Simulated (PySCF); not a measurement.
# BiSe+: bond curves at several levels of theory

One table from this session's results is given with a row withheld; the runs are named, their logs left out.

Program: PySCF 2.14.0. Level of theory: Bi def2-SVP with ECP60, Se def2-SVP, scalar-relativistic core potentials. These are calculated values, not measurements.

Set-up of the first run:

A driver script around PySCF takes these settings:

| Item | Value |
| --- | --- |
| atoms | Bi, Se |
| charge | 1 |
| basis | Bi def2-SVP with ECP60, Se def2-SVP |
| Hamiltonian | scalar-relativistic core potentials |
| basis functions | 58 |
| electrons treated | 56 |
| masses in u | 208.9804, 79.9165 |
| levels | PBE0, PBE, r²SCAN, LDA, PW91, MN15, ωB97X, HF, MP2, SCS-MP2, CCSD, CCSD(T) |
| grid | 80 radial by 434 angular points |
| occupations | held fixed by the projection of orbital angular momentum |
| dissociation limit | Bi+ + Se, each in its ground configuration |
| starting distance in angstrom | 2.675 |
| values of 2S to try | 0, 2, 4 |

Started as:

```sh
$ OMP_NUM_THREADS=1 python dia.py task.json out
```

Steps of the session up to this table: Input; The PBE0 curve of the state that the search chose; Excited determinants; PBE; r²SCAN; LDA; PW91; MN15 (hybrid meta-GGA); ωB97X (range-separated hybrid); RHF (mean field); Adding correlation.

One of the session's tables, all rows but one given; the rest of the session is left out.

It belongs to the step «The curves together». Energy (eV) from each level's lowest point:

| R (Å) | RHF | RHF-MP2 | RHF-SCS-MP2 | RHF-CCSD | RHF-CCSD(T) |
| --- | --- | --- | --- | --- | --- |
| 2.031 | 1.781 | 2.408 | 2.383 | n/a | n/a |
| 2.126 | 0.701 | 1.183 | 1.160 | 1.039 | 1.181 |
| 2.220 | 0.154 | 0.468 | 0.450 | 0.361 | 0.461 |
| 2.291 | 0.000 | 0.173 | 0.160 | 0.101 | 0.167 |
| 2.362 | 0.009 | 0.030 | 0.023 | 0.000 | 0.025 |
| 2.433 | 0.141 | 0.000 | 0.000 | 0.019 | 0.000 |
| 2.527 | ? | ? | ? | ? | ? |
| 2.645 | 1.001 | 0.329 | 0.356 | 0.528 | 0.339 |
| 2.787 | 1.768 | 0.762 | 0.806 | 1.062 | 0.719 |
| 2.976 | 2.829 | 1.737 | 1.774 | n/a | n/a |

Q: Estimate the row for R (Å) = 2.527 from the others.

Worked estimate for «RHF». A straight line through the neighbours (2.433, 0.141) and (2.645, 1.001) gives 0.141 + (1.001 − 0.141) × (2.527 − 2.433) / (2.645 − 2.433) = 0.522; a parabola fitted to 4 rows on both sides gives 0.476.

The run gave: RHF: 0.457; RHF-MP2: 0.086; RHF-SCS-MP2: 0.097; RHF-CCSD: 0.181; RHF-CCSD(T): 0.093. In «RHF» the line misses by +0.065 and the parabola by +0.019.
